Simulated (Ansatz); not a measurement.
# C3H2Na+ (SMILES [CH2+]C#[C][Na]): single points off equilibrium

An exercise on one series of results from a longer session: the logs are not shown, and one member is left open.

The runs use Ansatz 0.2.0, Gaussian basis; single points in def2-TZVPP.

Cores are frozen in the correlated methods. The outer core shell of Li, Na, Mg and K is correlated.

## The starting structure

SMILES `[CH2+]C#[C][Na]`, 6 atoms, charge 1, spin multiplicity 1.

Atoms are counted from 1 here; the program's logs count them from 0.

Bond lengths: C1–C2 1.270 Å, C1–H5 0.986 Å, C1–H6 1.259 Å, C2–C3 1.268 Å, C3–Na4 2.398 Å. Angles: C2–C1–H5 125.4°, C2–C1–H6 124.0°, H5–C1–H6 110.3°, C1–C2–C3 177.6°, C2–C3–Na4 176.1°.

Geometry (Å):

```xyz
6
charge 1, multiplicity 1
C     0.2139    1.1670    0.3847
C    -0.0363   -0.0252    0.0259
C    -0.2335   -1.2226   -0.3428
Na   -0.6255   -3.4309   -1.1923
H     0.6414    1.4300    1.2332
H    -0.1707    2.1867   -0.2459
```

Set-up of the first run:

Input file run/in.yaml:

```yaml
crystal:
  periodic: [false, false, false]
  atoms:
    - {symbol: C, position_ang: [0.213900, 1.167000, 0.384700]}
    - {symbol: C, position_ang: [-0.036300, -0.025200, 0.025900]}
    - {symbol: C, position_ang: [-0.233500, -1.222600, -0.342800]}
    - {symbol: Na, position_ang: [-0.625500, -3.430900, -1.192300]}
    - {symbol: H, position_ang: [0.641400, 1.430000, 1.233200]}
    - {symbol: H, position_ang: [-0.170700, 2.186700, -0.245900]}
basis:
  gaussian: {orbitals: def2-TZVPP}
total_charge: 1
correlation: {method: ccsd_t}
output: {forces: true}
```

No record of the launch command was kept for these runs.

Among the steps run: CCSD(T)/def2-TZVPP; PBE0-D4/def2-TZVPP; wB97M-V/def2-TZVPP; r2SCAN-D4/def2-TZVPP; PBE-D4/def2-TZVPP; BLYP-D4/def2-TZVPP; wB97X-V/def2-TZVPP.

One table of the session follows, with a row left open; its other results are not shown here.

| method | RMS force component (eV/Å) | angle to CCSD(T) forces (°) |
| --- | --- | --- |
| CCSD(T) | 2.492 | reference |
| PBE0-D4 | 2.423 | 6.8 |
| wB97M-V | 2.433 | 7.4 |
| r2SCAN-D4 | 2.373 | 5.9 |
| PBE-D4 | 2.392 | 4.8 |
| BLYP-D4 | ? | ? |
| wB97X-V | 2.488 | 6.4 |

Estimate the missing values for BLYP-D4.

The run gave: RMS force component (eV/Å): 2.363; angle to CCSD(T) forces (°): 3.9. In the column «RMS force component (eV/Å)» it is the lowest.
